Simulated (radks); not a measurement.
**Excited configurations of Cu**

An exercise on one series of results from a longer session: the logs are not shown, and one member is left open.

The numbers are computed with radks (a radial shooting solver on a logarithmic mesh, Libxc functionals) version 1 (scalar-relativistic Kohn-Sham, LDA (Slater exchange, Perdew-Wang correlation), spin-unpolarised, spherical densities, finite nucleus), except any that are marked as measured or tabulated.

## What is computed

| Quantity | Value |
| --- | --- |
| element | copper (Z = 29) |
| charge | 0 |
| electrons | 29 |
| configuration | [Ar] 3d10 4s1 |
| nuclear rms radius | 3.8823 fm |

The outer shells:

Cu
```
[Ar] core
3d [↑↓][↑↓][↑↓][↑↓][↑↓]
4s [↑ ]
```

The first run:

The run's settings:

```text
Z 29
configuration [Ar] 3d10 4s1
relativity scalar-relativistic
functional lda,pw
spin unpolarised
nucleus finite rms 3.8823 fm
c 137.035999084
```

Steps of the session up to this table: Ground configuration: [Ar] 3d10 4s1.

One table of the session follows, with a row left open; its other results are not shown here.

It belongs to the step «Ground configuration: [Ar] 3d10 4s1». Sizes of the orbitals, from the radial functions (bohr):

| level | <r> | outermost maximum (interpolated) | 90 % within | nodes |
| --- | --- | --- | --- | --- |
| 1s | 0.05221 | 0.0342 | 0.0933 | 0 |
| 2s | 0.2357 | 0.197 | 0.365 | 1 |
| 2p | 0.2066 | 0.158 | 0.338 | 0 |
| 3s | 0.7133 | 0.614 | 1.07 | 2 |
| 3p | 0.7502 | 0.619 | 1.16 | 1 |
| 3d | 1.047 | 0.600 | 1.91 | 0 |
| 4s | ? | ? | ? | ? |

Q: Estimate the row for 4s from the others.

As computed: <r>: 2.894; outermost maximum (interpolated): 2.26; 90 % within: 4.51; nodes: 3. In the column «<r>» it is the highest.

Limits of these values: Spin polarisation and multiplet splitting are left out, so open shells lie too high by an amount that depends on their filling.
